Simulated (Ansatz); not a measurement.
# AlN: a point defect seen from the nuclei (As on an N site), part 3 of 3

Wanted: the field gradients around As on an N site in AlN, cell charge 0, before and after the neighbours move. The cell is a supercell built from an entry of the Crystallography Open Database (COD; perhaps a calculated or model structure). Planned: a single point, then a relaxation, then a check of dr2_threshold with symmetry.

Ansatz 0.2.0; DFT, PBE, plane-wave PAW, default files, scalar-relativistic, as far as a step names no other. Earlier steps stand in the parts before.

## Step 4: A check on settings: scf.convergence.dr2_threshold = 0.0001, crystal.symmetry = detect: false

A COD entry behind a cell of this session may itself be a prediction, so a difference from it is no test against experiment.

File input.yaml:

```yaml
crystal:
  lattice:
    - [0.0, 5.907, 5.907]
    - [5.907, 0.0, 5.907]
    - [5.907, 5.907, 0.0]
  atoms:
    - { symbol: Al, position: [0.0, 0.0, 0.0] }
    - { symbol: Al, position: [0.0, 0.0, 0.3333333333] }
    - { symbol: Al, position: [0.0, 0.0, 0.6666666667] }
    - { symbol: Al, position: [0.0, 0.3333333333, 0.0] }
    - { symbol: Al, position: [0.0, 0.3333333333, 0.3333333333] }
    - { symbol: Al, position: [0.0, 0.3333333333, 0.6666666667] }
    - { symbol: Al, position: [0.0, 0.6666666667, 0.0] }
    - { symbol: Al, position: [0.0, 0.6666666667, 0.3333333333] }
    - { symbol: Al, position: [0.0, 0.6666666667, 0.6666666667] }
    - { symbol: Al, position: [0.3333333333, 0.0, 0.0] }
    - { symbol: Al, position: [0.3333333333, 0.0, 0.3333333333] }
    - { symbol: Al, position: [0.3333333333, 0.0, 0.6666666667] }
    - { symbol: Al, position: [0.3333333333, 0.3333333333, 0.0] }
    - { symbol: Al, position: [0.3333333333, 0.3333333333, 0.3333333333] }
    - { symbol: Al, position: [0.3333333333, 0.3333333333, 0.6666666667] }
    - { symbol: Al, position: [0.3333333333, 0.6666666667, 0.0] }
    - { symbol: Al, position: [0.3333333333, 0.6666666667, 0.3333333333] }
    - { symbol: Al, position: [0.3333333333, 0.6666666667, 0.6666666667] }
    - { symbol: Al, position: [0.6666666667, 0.0, 0.0] }
    - { symbol: Al, position: [0.6666666667, 0.0, 0.3333333333] }
    - { symbol: Al, position: [0.6666666667, 0.0, 0.6666666667] }
    - { symbol: Al, position: [0.6666666667, 0.3333333333, 0.0] }
    - { symbol: Al, position: [0.6666666667, 0.3333333333, 0.3333333333] }
    - { symbol: Al, position: [0.6666666667, 0.3333333333, 0.6666666667] }
    - { symbol: Al, position: [0.6666666667, 0.6666666667, 0.0] }
    - { symbol: Al, position: [0.6666666667, 0.6666666667, 0.3333333333] }
    - { symbol: Al, position: [0.6666666667, 0.6666666667, 0.6666666667] }
    - { symbol: As, position: [0.1666666667, 0.1666666667, 0.1666666667] }
    - { symbol: "N", position: [0.1666666667, 0.1666666667, 0.5] }
    - { symbol: "N", position: [0.1666666667, 0.1666666667, 0.8333333333] }
    - { symbol: "N", position: [0.1666666667, 0.5, 0.1666666667] }
    - { symbol: "N", position: [0.1666666667, 0.5, 0.5] }
    - { symbol: "N", position: [0.1666666667, 0.5, 0.8333333333] }
    - { symbol: "N", position: [0.1666666667, 0.8333333333, 0.1666666667] }
    - { symbol: "N", position: [0.1666666667, 0.8333333333, 0.5] }
    - { symbol: "N", position: [0.1666666667, 0.8333333333, 0.8333333333] }
    - { symbol: "N", position: [0.5, 0.1666666667, 0.1666666667] }
    - { symbol: "N", position: [0.5, 0.1666666667, 0.5] }
    - { symbol: "N", position: [0.5, 0.1666666667, 0.8333333333] }
    - { symbol: "N", position: [0.5, 0.5, 0.1666666667] }
    - { symbol: "N", position: [0.5, 0.5, 0.5] }
    - { symbol: "N", position: [0.5, 0.5, 0.8333333333] }
    - { symbol: "N", position: [0.5, 0.8333333333, 0.1666666667] }
    - { symbol: "N", position: [0.5, 0.8333333333, 0.5] }
    - { symbol: "N", position: [0.5, 0.8333333333, 0.8333333333] }
    - { symbol: "N", position: [0.8333333333, 0.1666666667, 0.1666666667] }
    - { symbol: "N", position: [0.8333333333, 0.1666666667, 0.5] }
    - { symbol: "N", position: [0.8333333333, 0.1666666667, 0.8333333333] }
    - { symbol: "N", position: [0.8333333333, 0.5, 0.1666666667] }
    - { symbol: "N", position: [0.8333333333, 0.5, 0.5] }
    - { symbol: "N", position: [0.8333333333, 0.5, 0.8333333333] }
    - { symbol: "N", position: [0.8333333333, 0.8333333333, 0.1666666667] }
    - { symbol: "N", position: [0.8333333333, 0.8333333333, 0.5] }
    - { symbol: "N", position: [0.8333333333, 0.8333333333, 0.8333333333] }
  symmetry: { detect: false }
kpoints:
  mp_grid: { grid: [3, 3, 3] }
scf:
  occupations: { method: fermi_dirac, width: 0.01 }
  convergence: { dr2_threshold: 0.0001 }
hamiltonian:
  xc: pbe
  pseudopotentials: { kind: paw }
output:
  forces: true
  stress: true
  populations: true
  efg:
    quadrupole_moments_barn: { Al: 0.1466, As: 0.311, "N": 0.02044 }
    contact_densities: true
```

Launch:

```console
> ansatz run input.yaml --threads 1 --pin off --max-ram 3072MiB --backend cpu --events-out ev --progress --plain --runs-dir out
```

Standard output:

```text
Warning: scf.convergence.dr2_threshold = 1e-4 eV is looser than this run's default, which is 1e-7 eV or tighter. The error in the forces grows as the threshold's square root, so leave the key out unless less accurate forces are enough
Warning: output.stress: scf.convergence.dr2_threshold = 1e-4 eV is looser than the 5.4e-9 eV advised for a printed stress (1e-10 eV for each atom of the cell: 54). What an SCF threshold leaves in a stress goes as its square root, and in the free energy as the threshold itself, and one threshold admits the most on a small cell: of the crystals measured, under no hybrid functional and no lock of the moments, on runs that ended without the residual-converged pass, on stresses that held no estimate of that error, the worst erred by over 100 MPa in a component at 1e-7 eV an atom and by under 5 at 1e-10. Set scf.convergence.dr2_threshold to 5.4e-9 eV or tighter. The threshold is an SCF's pass mark: one that does not reach it within its budget of iterations ends unconverged, or closes short of it on a stop that the run arms, and scf.convergence.dr2_threshold's page says what that costs each kind of run
Warning: RAYON_NUM_THREADS=1 ignored (pool sized by the plan → 1); use --threads N
[... 10 set-up lines as earlier in the session ...]
Crystal: 54 atoms, lattice volume = 412.222 Å³
Basis set: ecut = 420 eV, 7991 PW (Γ), exchange–correlation on 120×120×120 points (8 copies of the dense FFT grid, shifted against one another)
Bands: 167, of which v1, the nominal top of the filled ones, is band 113 counted from 1 (112 counted from 0)
Symmetry: 1 space group operations
k-points: 14 of 27 (time reversal used)
[... 10 set-up lines as earlier in the session ...]
SCF iter   1: F=—  HF=-29398.618744 eV  |F-HF|=—  |Δ(HF+E_count)|=         —  Δρ=1.05e-2  dr2=1.87e0  ethr=1.77e-3  ⟨swp⟩=10.6  Hψ=15449  notcnv=0  defer=208
preconditioner: auto → Resta (q_TF=auto, 2.468 Å⁻¹)  ε∞=4.0  [insulator: Δε(μ)=4.256 eV  Ē_g=15.443 eV  σ=0.010 eV  W_gap=1.00  n_scr=112 (ndim 8)  ℏωp=26.9 eV  f_vac=0.000  D(μ)=0.00/eV (n_scr^D=0)  ε∞_Penn≈4.0]
SCF iter   2: F=—  HF=-29398.096379 eV  |F-HF|=—  |Δ(HF+E_count)|=   5.22e-1  Δρ=5.46e-3  dr2=4.35e-1  ethr=8.27e-4  ⟨swp⟩=3.1  Hψ=4016  notcnv=0  defer=633
SCF iter   3: F=—  HF=-29397.928322 eV  |F-HF|=—  |Δ(HF+E_count)|=   1.68e-1  Δρ=1.85e-3  dr2=2.26e-2  ethr=1.92e-4  ⟨swp⟩=4.1  Hψ=3498  notcnv=0  defer=665
SCF iter   4: F=—  HF=-29397.917354 eV  |F-HF|=—  |Δ(HF+E_count)|=   1.10e-2  Δρ=8.81e-4  dr2=2.28e-3  ethr=1.00e-5  ⟨swp⟩=4.6  Hψ=4595  notcnv=0  defer=655
SCF iter   5: F=—  HF=-29397.916848 eV  |F-HF|=—  |Δ(HF+E_count)|=   5.06e-4  Δρ=1.93e-4  dr2=1.33e-4  ethr=1.01e-6  ⟨swp⟩=2.0  Hψ=3543  notcnv=0  defer=655
SCF iter   6: F=-29397.916806 eV  HF=-29397.916811 eV  |F-HF|=5.45e-6  |Δ(HF+E_count)|=   3.66e-5  Δρ=5.00e-5  dr2=9.04e-6  ethr=4.42e-8  ⟨swp⟩=19.5  Hψ=19586  notcnv=0
SCF 1 converged in 6 iterations: F = -29397.916806 eV  dr2 = 9.04e-6
SCF converged after 6 iterations
Free energy (F): -29397.916806 eV
Harris-Foulkes:  -29397.916811 eV  (|F-HF|=5.45e-6)
Internal energy: -29397.916806 eV  (E = F + TS)
E sigma→0 (E₀):  -29397.916806 eV
Fermi energy:    15.457131 eV
--- Per-component energies (eV) ---
[... 14 lines left out ...]
--- Forces (eV/Å), atoms counted from 1 ---
  atom   1  Al    -0.03680184    -0.03680083    -0.03680023
  atom   2  Al     0.00000269    -0.00000408    -8.39632042
  atom   3  Al     0.03680305     0.03679999    -0.03680057
  atom   4  Al     0.00000572    -8.39632082    -0.00000128
  atom   5  Al     8.39632257    -0.00000681    -0.00000215
  atom   6  Al    -0.02802319     0.02802318    -0.00000139
[... 48 lines left out ...]
  max |Σ_I F_I| component: 4.60e-6 eV/Å
--- Stress (GPa, compression-positive) ---
       46.287821      -0.000000       0.000001
       -0.000000      46.287814      -0.000000
        0.000001      -0.000000      46.287819
  P = ⅓ Tr σ = 46.2878 GPa (462.878 kbar)
--- PAW observables at the nuclei: V_zz in 10²¹ V/m², potentials from the cell's mean, atoms counted from 1 ---
  atom   1  Al V_zz =    -0.044297   η = 0.0001   by run symmetry: not_imposed   C_q = -0.1570 MHz
            electrostatic potential = -1236.333936 V   contact ρ = 10079.006123 e/Å³
  atom   2  Al V_zz =    -2.459900   η = 0.0000   by run symmetry: not_imposed   C_q = -8.7198 MHz
            electrostatic potential = -1236.795151 V   contact ρ = 10080.258333 e/Å³
  atom   3  Al V_zz =    -0.044295   η = 0.0001   by run symmetry: not_imposed   C_q = -0.1570 MHz
            electrostatic potential = -1236.333924 V   contact ρ = 10079.006117 e/Å³
  atom   4  Al V_zz =    -2.459900   η = 0.0000   by run symmetry: not_imposed   C_q = -8.7198 MHz
            electrostatic potential = -1236.795149 V   contact ρ = 10080.258334 e/Å³
  atom   5  Al V_zz =    -2.459900   η = 0.0000   by run symmetry: not_imposed   C_q = -8.7198 MHz
            electrostatic potential = -1236.795138 V   contact ρ = 10080.258329 e/Å³
  atom   6  Al V_zz =    -0.054904   η = 0.1736   by run symmetry: not_imposed   C_q = -0.1946 MHz
            electrostatic potential = -1236.335658 V   contact ρ = 10078.981729 e/Å³
  atom   7  Al V_zz =    -0.044297   η = 0.0001   by run symmetry: not_imposed   C_q = -0.1570 MHz
            electrostatic potential = -1236.333924 V   contact ρ = 10079.006117 e/Å³
  atom   8  Al V_zz =    -0.054903   η = 0.1736   by run symmetry: not_imposed   C_q = -0.1946 MHz
            electrostatic potential = -1236.335671 V   contact ρ = 10078.981736 e/Å³
  atom   9  Al V_zz =    -0.054903   η = 0.1736   by run symmetry: not_imposed   C_q = -0.1946 MHz
            electrostatic potential = -1236.335673 V   contact ρ = 10078.981735 e/Å³
  atom  10  Al V_zz =    -2.459895   η = 0.0000   by run symmetry: not_imposed   C_q = -8.7198 MHz
            electrostatic potential = -1236.795128 V   contact ρ = 10080.258325 e/Å³
  atom  11  Al V_zz =    -2.459895   η = 0.0000   by run symmetry: not_imposed   C_q = -8.7198 MHz
            electrostatic potential = -1236.795130 V   contact ρ = 10080.258327 e/Å³
  atom  12  Al V_zz =    -0.054902   η = 0.1736   by run symmetry: not_imposed   C_q = -0.1946 MHz
            electrostatic potential = -1236.335661 V   contact ρ = 10078.981732 e/Å³
  atom  13  Al V_zz =    -2.459892   η = 0.0000   by run symmetry: not_imposed   C_q = -8.7198 MHz
            electrostatic potential = -1236.795118 V   contact ρ = 10080.258323 e/Å³
  atom  14  Al V_zz =    -0.044292   η = 0.0001   by run symmetry: not_imposed   C_q = -0.1570 MHz
            electrostatic potential = -1236.333896 V   contact ρ = 10079.006111 e/Å³
  atom  15  Al V_zz =    -0.044293   η = 0.0001   by run symmetry: not_imposed   C_q = -0.1570 MHz
            electrostatic potential = -1236.333896 V   contact ρ = 10079.006110 e/Å³
  atom  16  Al V_zz =    -0.054904   η = 0.1736   by run symmetry: not_imposed   C_q = -0.1946 MHz
            electrostatic potential = -1236.335668 V   contact ρ = 10078.981734 e/Å³
  atom  17  Al V_zz =    -0.044293   η = 0.0001   by run symmetry: not_imposed   C_q = -0.1570 MHz
            electrostatic potential = -1236.333913 V   contact ρ = 10079.006116 e/Å³
  atom  18  Al V_zz =    -0.054904   η = 0.1737   by run symmetry: not_imposed   C_q = -0.1946 MHz
            electrostatic potential = -1236.335661 V   contact ρ = 10078.981730 e/Å³
  atom  19  Al V_zz =    -0.044296   η = 0.0000   by run symmetry: not_imposed   C_q = -0.1570 MHz
            electrostatic potential = -1236.333913 V   contact ρ = 10079.006115 e/Å³
  atom  20  Al V_zz =    -0.054900   η = 0.1736   by run symmetry: not_imposed   C_q = -0.1946 MHz
            electrostatic potential = -1236.335653 V   contact ρ = 10078.981729 e/Å³
  atom  21  Al V_zz =    -0.054901   η = 0.1736   by run symmetry: not_imposed   C_q = -0.1946 MHz
            electrostatic potential = -1236.335659 V   contact ρ = 10078.981731 e/Å³
  atom  22  Al V_zz =    -0.054903   η = 0.1735   by run symmetry: not_imposed   C_q = -0.1946 MHz
            electrostatic potential = -1236.335656 V   contact ρ = 10078.981731 e/Å³
  atom  23  Al V_zz =    -0.044298   η = 0.0001   by run symmetry: not_imposed   C_q = -0.1570 MHz
            electrostatic potential = -1236.333897 V   contact ρ = 10079.006111 e/Å³
  atom  24  Al V_zz =    -0.054904   η = 0.1736   by run symmetry: not_imposed   C_q = -0.1946 MHz
            electrostatic potential = -1236.335647 V   contact ρ = 10078.981728 e/Å³
  atom  25  Al V_zz =    -0.054900   η = 0.1736   by run symmetry: not_imposed   C_q = -0.1946 MHz
            electrostatic potential = -1236.335653 V   contact ρ = 10078.981727 e/Å³
  atom  26  Al V_zz =    -0.054900   η = 0.1736   by run symmetry: not_imposed   C_q = -0.1946 MHz
            electrostatic potential = -1236.335647 V   contact ρ = 10078.981725 e/Å³
  atom  27  Al V_zz =    -0.000002   η = 0.6360   by run symmetry: not_imposed   C_q = -0.0000 MHz
            electrostatic potential = -1236.326231 V   contact ρ = 10078.976615 e/Å³
  atom  28  As V_zz =    +0.000016   η = 0.8189   by run symmetry: not_imposed   C_q = +0.0001 MHz
            electrostatic potential = -4522.399727 V   contact ρ = 235490.858883 e/Å³
  atom  29  N  V_zz =    -0.217385   η = 0.0718   by run symmetry: not_imposed   C_q = -0.1074 MHz
            electrostatic potential = -522.451348 V   contact ρ = 1412.198470 e/Å³
  atom  30  N  V_zz =    -0.217388   η = 0.0718   by run symmetry: not_imposed   C_q = -0.1074 MHz
            electrostatic potential = -522.451339 V   contact ρ = 1412.198467 e/Å³
  atom  31  N  V_zz =    -0.217387   η = 0.0718   by run symmetry: not_imposed   C_q = -0.1074 MHz
            electrostatic potential = -522.451336 V   contact ρ = 1412.198467 e/Å³
  atom  32  N  V_zz =    -0.011389   η = 0.0002   by run symmetry: not_imposed   C_q = -0.0056 MHz
            electrostatic potential = -522.411899 V   contact ρ = 1412.101624 e/Å³
  atom  33  N  V_zz =    -0.217385   η = 0.0718   by run symmetry: not_imposed   C_q = -0.1074 MHz
            electrostatic potential = -522.451372 V   contact ρ = 1412.198476 e/Å³
  atom  34  N  V_zz =    -0.217387   η = 0.0718   by run symmetry: not_imposed   C_q = -0.1074 MHz
            electrostatic potential = -522.451351 V   contact ρ = 1412.198469 e/Å³
  atom  35  N  V_zz =    -0.217384   η = 0.0718   by run symmetry: not_imposed   C_q = -0.1074 MHz
            electrostatic potential = -522.451347 V   contact ρ = 1412.198467 e/Å³
  atom  36  N  V_zz =    -0.011388   η = 0.0004   by run symmetry: not_imposed   C_q = -0.0056 MHz
            electrostatic potential = -522.411903 V   contact ρ = 1412.101624 e/Å³
  atom  37  N  V_zz =    -0.217387   η = 0.0718   by run symmetry: not_imposed   C_q = -0.1074 MHz
            electrostatic potential = -522.451337 V   contact ρ = 1412.198470 e/Å³
  atom  38  N  V_zz =    -0.011388   η = 0.0001   by run symmetry: not_imposed   C_q = -0.0056 MHz
            electrostatic potential = -522.411887 V   contact ρ = 1412.101624 e/Å³
  atom  39  N  V_zz =    -0.217384   η = 0.0718   by run symmetry: not_imposed   C_q = -0.1074 MHz
            electrostatic potential = -522.451334 V   contact ρ = 1412.198470 e/Å³
  atom  40  N  V_zz =    -0.011388   η = 0.0002   by run symmetry: not_imposed   C_q = -0.0056 MHz
            electrostatic potential = -522.411898 V   contact ρ = 1412.101625 e/Å³
  atom  41  N  V_zz =    -0.011388   η = 0.0003   by run symmetry: not_imposed   C_q = -0.0056 MHz
            electrostatic potential = -522.411899 V   contact ρ = 1412.101626 e/Å³
  atom  42  N  V_zz =    -0.010384   η = 0.0002   by run symmetry: not_imposed   C_q = -0.0051 MHz
            electrostatic potential = -522.409529 V   contact ρ = 1412.098389 e/Å³
  atom  43  N  V_zz =    -0.217384   η = 0.0718   by run symmetry: not_imposed   C_q = -0.1074 MHz
            electrostatic potential = -522.451356 V   contact ρ = 1412.198474 e/Å³
  atom  44  N  V_zz =    -0.010384   η = 0.0002   by run symmetry: not_imposed   C_q = -0.0051 MHz
            electrostatic potential = -522.409534 V   contact ρ = 1412.098390 e/Å³
  atom  45  N  V_zz =    -0.010384   η = 0.0002   by run symmetry: not_imposed   C_q = -0.0051 MHz
            electrostatic potential = -522.409546 V   contact ρ = 1412.098393 e/Å³
  atom  46  N  V_zz =    -0.217390   η = 0.0718   by run symmetry: not_imposed   C_q = -0.1074 MHz
            electrostatic potential = -522.451325 V   contact ρ = 1412.198463 e/Å³
  atom  47  N  V_zz =    -0.217389   η = 0.0718   by run symmetry: not_imposed   C_q = -0.1074 MHz
            electrostatic potential = -522.451337 V   contact ρ = 1412.198467 e/Å³
  atom  48  N  V_zz =    -0.011386   η = 0.0002   by run symmetry: not_imposed   C_q = -0.0056 MHz
            electrostatic potential = -522.411918 V   contact ρ = 1412.101629 e/Å³
  atom  49  N  V_zz =    -0.217388   η = 0.0718   by run symmetry: not_imposed   C_q = -0.1074 MHz
            electrostatic potential = -522.451359 V   contact ρ = 1412.198473 e/Å³
  atom  50  N  V_zz =    -0.010383   η = 0.0002   by run symmetry: not_imposed   C_q = -0.0051 MHz
            electrostatic potential = -522.409538 V   contact ρ = 1412.098391 e/Å³
  atom  51  N  V_zz =    -0.010383   η = 0.0003   by run symmetry: not_imposed   C_q = -0.0051 MHz
            electrostatic potential = -522.409533 V   contact ρ = 1412.098389 e/Å³
  atom  52  N  V_zz =    -0.011387   η = 0.0003   by run symmetry: not_imposed   C_q = -0.0056 MHz
            electrostatic potential = -522.411915 V   contact ρ = 1412.101628 e/Å³
  atom  53  N  V_zz =    -0.010384   η = 0.0001   by run symmetry: not_imposed   C_q = -0.0051 MHz
            electrostatic potential = -522.409522 V   contact ρ = 1412.098385 e/Å³
  atom  54  N  V_zz =    -0.011387   η = 0.0003   by run symmetry: not_imposed   C_q = -0.0056 MHz
            electrostatic potential = -522.411917 V   contact ρ = 1412.101629 e/Å³
--- Band table (eV; the first three rows and the last of 14) ---
[... 4 lines left out ...]
--- Löwdin populations: 54 sites ---
  site symbol       q [e]
[... 54 lines left out ...]
  spilling = 0.009801 (of n_electrons = 226.000000)
```

Wall time 3.8 min (1 thread of Arm Neoverse V1, shared host); peak memory 1.2 GiB.

At the end: gap on the mesh 4.65 eV, largest force 8.396 eV/Å, pressure 46.3 GPa.

What changed since step 2 (V_zz in 10²¹ V/m²):

```
site          atoms  V_zz, PBE  V_zz, new settings  η, PBE  η, new settings
  As             28       0.00               <0.01       –                –
 Al2     2, 4, 5, …      -2.46               -2.46    0.00             0.00
 N29  29, 30, 31, …      -0.22               -0.22    0.07             0.07
 Al1     1, 3, 7, …     -0.044              -0.044    0.00             0.00
 N42  42, 44, 45, …     -0.010              -0.010    0.00             0.00
 Al6     6, 8, 9, …     -0.055              -0.055    0.18             0.17
 N32  32, 36, 38, …     -0.012              -0.011    0.00             0.00
Al27             27       0.00               <0.01       –                –
```

The sizes of the gradients above 0.15 moved by 0.2 % at N29 (-0.217). The free energy stayed within 0.1 meV/atom. These settings are under the usual standard, though here the error is small.

## Step 5: Simulated spectra, from step 3

¹⁴N (I = 1, Q = 20.44 mb) in zero field: pure quadrupole lines, for atoms at rest. Strengths are squared matrix elements for a powder, against the strongest line of the same site.

```
site  count  line (MHz)  strength
 N29     12       0.238      1.00
 N29     12       0.495      1.00
 N29     12       0.732      1.00
 N42      6       0.185      1.00
 N32      8       0.061      1.00
```

## Step 6: Results

This closing draws on all 3 parts.

| quantity | value |
| --- | --- |
| state (step 3) | gap on the mesh 3.99 eV, largest force 0.008 eV/Å, pressure 44.1 GPa |
| V_zz by site, step 3 (10²¹ V/m²) | As 0.00, Al2 -3.45, N29 -1.66, Al1 0.016, N42 -0.50, Al6 -0.19, N32 0.17, Al27 0.00 |
| largest C_Q in size, step 3 | 12.2 MHz, ²⁷Al at Al2 |
| step 3 (ions relaxed) against step 2 | over a factor of two in the median, over a factor of two at the site that moves most (small gradients counted from 0.15; N29, -0.22 to -1.66) |
| step 4 (scf.convergence.dr2_threshold = 0.0001, crystal.symmetry = detect: false) against step 2, before relaxation | 0.2 % at N29 (-0.217 to -0.217); coarse settings |

In words: The largest gradient sits at Al2 (5 N at 1.83–2.00 Å, 1 As at 2.14 Å). The runs allow no spin. A pressure this high points to a host entry that was measured under pressure or has misplaced atoms, so the cell need not be the everyday compound of that formula. The relaxation kept the symmetry Fm-3m, so a distorted place of lower energy may have been missed. The cell stands at 44 GPa, so host cell and defect together are far from ambient conditions, and the values don't describe a crystal at zero pressure. Relaxing moved atoms by up to 0.17 Å and single gradients by over a factor of two at the worst site (over a factor of two in the median) (gradients over 0.15 counted), so at some sites the starting positions were a poor guide. The highest ¹⁴N quadrupole line lies at 0.732 MHz, for nuclei at rest; thermal motion mostly lowers such lines a little. The defect repeats with the cell of 54 atoms, so it feels its images: sites between two images don't show the values beside a lone defect, and zeros or small values of η there can come from the images' arrangement. The relaxation keeps the site symmetry m-3m of the start, so the impurity can't leave its site; a start off the site could end lower. The cell keeps the host's lattice, where the PBE pressure is 44 GPa.

These are semilocal Kohn-Sham gaps, which aren't the measured quantity. Such gaps usually fall short of the measured ones.
